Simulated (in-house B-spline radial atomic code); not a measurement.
# Sm¹²⁺: density, ELF and screening along the radius

Aim: the shell structure of Sm¹²⁺ in the radial density, the electron localisation function and the screened nuclear charge, under several settings.

The numbers are computed with in-house B-spline radial atomic code version 1 (several methods, spin-polarised, as named in each step; spherical all-electron atom at the radial basis limit), except any that are marked as measured or tabulated.

## 1. Starting point

| Item | Value |
| --- | --- |
| element | samarium (Z = 62) |
| charge | +12 |
| electrons | 50 |
| configuration | [Kr] 4d10 4f1 5s2 5p1 |
| nucleus | point (non-relativistic runs) or finite (X2C runs) |

Outer shells as boxes (Hund's rule):

[Kr] 4d10 4f1 5s2 5p1
```
[Kr] core
4d [↑↓][↑↓][↑↓][↑↓][↑↓]
4f [↑ ][  ][  ][  ][  ][  ][  ]
5s [↑↓]
5p [↑ ][  ][  ]
```

Where spins are not typed, each open shell is filled with up spins first.

## 2. PBE, non-rel., [Kr] 4d10 4f1 5s2 5p1

Settings of the run:

```ini
Z = 62
electrons = 50.0
configuration = [Kr] 4d10 4f1 5s2 5p1
hamiltonian = nr
method = pbe,pbe
spin_polarised = True
```

Launch:

```console
$ python run_scf.py task.json out
```

The settings of every run stand in task.json; they run in order.

## 3. PBE, X2C, [Kr] 4d10 4f1 5s2 5d1

Settings of the run:

```ini
Z = 62
electrons = 50.0
configuration = [Kr] 4d10 4f1 5s2 5d1
hamiltonian = x2c
method = pbe,pbe
spin_polarised = True
nucleus = fermi
rms_radius = 5.0819
mass_number = 152
atomic_mass = 151.919738646
speed_of_light = 137.035999084
```

## 4. PBE, X2C, [Kr] 4d9 4f2 5s2 6p1

Settings: those of step 3 with these lines changed.

```diff
@@ -2,3 +2,3 @@
 electrons = 50.0
-configuration = [Kr] 4d10 4f1 5s2 5d1
+configuration = [Kr] 4d9 4f2 5s2 6p1
 hamiltonian = x2c
```

**Question.** How large is the system in each run, where do the shell borders lie, and what is the highest level?

As calculated:

| run | total energy (hartree) | highest level (eV) | radius holding 50 / 90 / 99 % (bohr) | radius at n = 0.001 (bohr) | ELF minima on the full grid (bohr) |
| --- | --- | --- | --- | --- | --- |
| PBE, non-rel., [Kr] 4d10 4f1 5s2 5p1 | -9995.6770 | -198.67 | 0.300 / 0.880 / 1.61 | 2.40 | 0.034, 0.14, 0.39, 1.1 |
| PBE, X2C, [Kr] 4d10 4f1 5s2 5d1 | -10383.2884 | -161.18 | 0.295 / 0.873 / 1.65 | 2.50 | 0.036, 0.12, 0.34, 1.2 |
| PBE, X2C, [Kr] 4d9 4f2 5s2 6p1 | -10376.7138 | -117.59 | 0.295 / 0.879 / 2.25 | 3.26 | 0.036, 0.13, 0.38, 1.7 |

**Reading.** In the first run ELF has 4 minima on the grid, which mark the borders between shells. On the record's full grid the screened charge (r times the electrostatic potential) falls from 61.9 near the nucleus to 12.00 at 4.5 bohr; far out it tends to the net charge, 12. The radius that holds 99 % of the electrons runs from 1.61 bohr (PBE, non-rel., [Kr] 4d10 4f1 5s2 5p1) to 2.25 bohr (PBE, X2C, [Kr] 4d9 4f2 5s2 6p1). The grid is coarse (about 23 % a step), so the places of minima are rough. For X2C runs ELF uses the non-relativistic kinetic energy density, and the fields carry no picture-change correction.
